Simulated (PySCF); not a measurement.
# CH7BrGeSi: the cost of one run

Computed with PySCF 2.14.0, with density-fitted response routines of our own, on a single molecule in the gas phase. Atoms count from 0, in the outputs and in this text.

### 1 The molecule as given

11 atoms, charge 0, multiplicity 1; geometry from: GFN2-xTB. The atoms were then displaced at random by about 0.01 Å, so the start is not that level's minimum.

Bonds of the start (Å): Si0–C1 1.88, C1–Ge2 1.96, Ge2–Br3 2.31, Si0–H4 1.47, Si0–H5 1.48, Si0–H6 1.47, C1–H7 1.07, C1–H8 1.11, Ge2–H9 1.54, Ge2–H10 1.50.

### 2 Optimising the geometry at PBE0-D3(BJ)/def2-SVP

The job: settings as JSON, then the geometry in Å.

```
{"job": {"xc": "PBE0", "basis": "def2-SVP", "d3": "d3bj", "grid": 1, "shake": 0.01, "kind": "geom"}, "charge": 0, "multiplicity": 1}
Si    -1.456100     0.694230    -0.261290
C     -0.176690    -0.160250     0.813880
Ge     1.391360    -0.762110    -0.196880
Br     2.584040     1.057090    -0.963630
H     -1.887380    -0.218520    -1.332090
H     -0.902360     1.933920    -0.851540
H     -2.596200     1.040830     0.607040
H     -0.598970    -1.020540     1.293540
H      0.159420     0.518840     1.630850
H      2.424720    -1.523880     0.657310
H      1.096260    -1.585440    -1.412840
```

Started as:

```sh
$ OMP_NUM_THREADS=1 python probes_run.py task.json out
```

One launch serves the whole session: the jobs run in the order shown.

Q: Estimate the wall time and peak memory of this first job on 1 thread of Arm Neoverse V2, shared host.

About 70 s, with a peak of 0.54 GiB.
